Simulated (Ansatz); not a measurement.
# Fe3Ge: the cost of one run

Computed with Ansatz 0.2.0 (DFT, PBEsol, PAW with Ansatz's default frozen-core files, scalar-relativistic, unless a step's input says otherwise).

### 1 The starting structure

Symmetry: Pm-3m, No. 221, cubic system. The conventional cell has a = 3.661 Å, b = 3.661 Å, c = 3.661 Å, α = 90.00°, β = 90.00°, γ = 90.00°. Fe (site symmetry 4/mmm) is surrounded by 8 Fe at 2.59 Å and 4 Ge at 2.59 Å. Around Ge (site symmetry m-3m) lie 12 Fe at 2.59 Å.

As a file:

```cif
data_structure
_symmetry_space_group_name_H-M 'P 1'
_symmetry_Int_Tables_number 1
_cell_length_a 3.6605
_cell_length_b 3.6605
_cell_length_c 3.6605
_cell_angle_alpha 90.000
_cell_angle_beta 90.000
_cell_angle_gamma 90.000
_cell_volume 49.05
loop_
_atom_site_label
_atom_site_type_symbol
_atom_site_fract_x
_atom_site_fract_y
_atom_site_fract_z
_atom_site_occupancy
Fe1 Fe 0.00000 0.50000 0.50000 1
Fe2 Fe 0.50000 0.50000 0.00000 1
Fe3 Fe 0.50000 0.00000 0.50000 1
Ge1 Ge 0.00000 0.00000 0.00000 1
```

Atoms are numbered in the order of the input: Fe1, Fe2, Fe3, Ge4.

### 2 Free moments from the typed start, PAW

Contents of input.yaml:

```yaml
crystal:
  lattice:
    - [3.66050052, 0.0, 0.0]
    - [0.0, 3.66050052, 0.0]
    - [0.0, 0.0, 3.66050052]
  atoms:
    - { symbol: Fe, position: [0.0, 0.5, 0.5], spin: 3.0 }
    - { symbol: Fe, position: [0.5, 0.5, 0.0], spin: 3.0 }
    - { symbol: Fe, position: [0.5, 0.0, 0.5], spin: 3.0 }
    - { symbol: Ge, position: [0.0, 0.0, 0.0] }
magnetization:
  spin_polarized: true
kpoints:
  mp_grid: { grid: [9, 9, 9] }
scf:
  occupations: { method: fermi_dirac, width: 0.03 }
  lower_state_search: "off"
hamiltonian:
  xc: pbesol
  pseudopotentials: { kind: paw }
output:
  forces: true
  stress: true
  eigenvalues: true
  populations: true
```

Command:

```sh
$ ansatz run input.yaml --threads 2 --pin off --max-ram 6144MiB --backend cpu --events-out ev --progress --plain --runs-dir out
```

What time and memory should one allow on 2 threads of Arm Neoverse V2, shared host?

About 5.2 s, with a peak of 0.4 GiB.
